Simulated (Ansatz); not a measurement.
# Al2Cl2H6N2: one species, many methods

One table from this session's results is given with a row withheld; the runs are named, their logs left out.

Program: Ansatz 0.2.0, Gaussian basis. Level of theory: functionals in def2-TZVPP, the program's frozen cores in correlated methods. These are calculated values, not measurements.

Levels to be run: LDA (SPW92), PBE-D4, revPBE-D4, BLYP-D4, r2SCAN-D4, B97M-V, PBE0-D4, B3LYP-D4, r2SCANh-D4, r2SCAN0-D4, HSE06-D4, BHLYP-D4, CAM-B3LYP-D4, LC-ωPBE, ωB97X-V, ωB97M-V, B2PLYP, PBE-QIDH; CCSD(T)/def2-SVP; CCSD(T)/def2-TZVPP; MP2/def2-QZVPP; extrapolation to the limit; RPA on PBE.

## The relaxed structure

The geometry comes from an earlier relaxation with PBE0-D4 in a triple-zeta def2 set; it is a stationary point, not always the lowest conformer.

SMILES `[Cl][Al@H-]1[NH2+][Al@@H-]([Cl])[NH2+]1`, 12 atoms, charge 0, spin multiplicity 1.

Atoms are counted from 1 here; the program's logs count them from 0.

Bond lengths: Cl1–Al2 2.120 Å, Al2–N3 1.943 Å, Al2–N6 1.943 Å, Al2–H7 1.579 Å, N3–Al4 1.943 Å, N3–H8 1.016 Å, N3–H9 1.014 Å, Al4–Cl5 2.120 Å, Al4–N6 1.943 Å, Al4–H10 1.579 Å, N6–H11 1.016 Å, N6–H12 1.014 Å. Angles: Cl1–Al2–N3 108.7°, Cl1–Al2–N6 108.7°, Cl1–Al2–H7 121.2°, N3–Al2–N6 87.9°, N3–Al2–H7 112.7°, N6–Al2–H7 112.7°, Al2–N3–Al4 92.0°, Al2–N3–H8 113.3°, Al2–N3–H9 115.5°, Al4–N3–H8 113.3°, Al4–N3–H9 115.5°, H8–N3–H9 106.9°, N3–Al4–Cl5 108.7°, N3–Al4–N6 87.9°, N3–Al4–H10 112.7°, Cl5–Al4–N6 108.7°, Cl5–Al4–H10 121.2°, N6–Al4–H10 112.7° and more.

The first run:

Input file in.yaml:

```yaml
crystal:
  periodic: [false, false, false]
  atoms:
    - {symbol: Cl, position_ang: [-1.769441, -1.764962, 1.606826]}
    - {symbol: Al, position_ang: [-0.013856, -1.307346, 0.510368]}
    - {symbol: N, position_ang: [0.657545, 0.416994, 1.103360]}
    - {symbol: Al, position_ang: [0.232309, 1.246601, -0.601521]}
    - {symbol: Cl, position_ang: [-1.345802, 2.631026, -0.307168]}
    - {symbol: N, position_ang: [-0.527221, -0.453259, -1.157800]}
    - {symbol: H, position_ang: [1.132775, -2.376287, 0.320833]}
    - {symbol: H, position_ang: [0.134313, 0.806327, 1.881842]}
    - {symbol: H, position_ang: [1.636773, 0.436973, 1.366027]}
    - {symbol: H, position_ang: [1.519795, 1.638949, -1.427209]}
    - {symbol: H, position_ang: [-1.532283, -0.417876, -1.299121]}
    - {symbol: H, position_ang: [-0.124916, -0.857151, -1.996437]}
basis:
  gaussian: {orbitals: def2-TZVPP}
hamiltonian: {xc: lda}
output: {orbitals: {seedname: orbitals}}
```

Launch:

```
ansatz run in.yaml --threads 2 --pin off --events-out ev --progress --plain --max-ram 32768MiB --backend cuda --devices 0, --max-vram 18GiB
```

Among the steps run: LDA; PBE-D4 (GGA); revPBE-D4 (GGA); BLYP-D4 (GGA); r2SCAN-D4 (meta-GGA); B97M-V (meta-GGA); B3LYP-D4 (hybrid); r2SCANh-D4 (hybrid); r2SCAN0-D4 (hybrid); HSE06-D4 (hybrid); BHLYP-D4 (hybrid); CAM-B3LYP-D4 (range-separated); LC-ωPBE (range-separated); ωB97X-V (range-separated); ωB97M-V (range-separated); B2PLYP (double hybrid); PBE-QIDH (double hybrid).

One of the session's tables, all rows but one given; the rest of the session is left out.

It belongs to the step «Frontier levels by functional». 

```
  functional  HOMO (eV)  gap (eV)
 LDA (SPW92)      -7.06      5.94
      PBE-D4      -6.97      6.08
   revPBE-D4      -6.93      6.15
     BLYP-D4      -6.85      6.05
   r2SCAN-D4      -7.32      6.92
      B97M-V      -7.42      6.72
     PBE0-D4      -8.31      8.18
    B3LYP-D4      -8.09      7.72
  r2SCANh-D4      -7.81      7.64
  r2SCAN0-D4      -8.54      8.71
    HSE06-D4      -7.91      7.41
    BHLYP-D4      -9.57     10.12
CAM-B3LYP-D4      -9.69     10.39
     LC-ωPBE          ?         ?
     ωB97X-V     -10.73     12.40
     ωB97M-V     -10.53     11.82
```

Estimate the missing values for LC-ωPBE.

**Answer.** HOMO (eV): -11.09; gap (eV): 12.93. In the column «HOMO (eV)» it is the lowest.
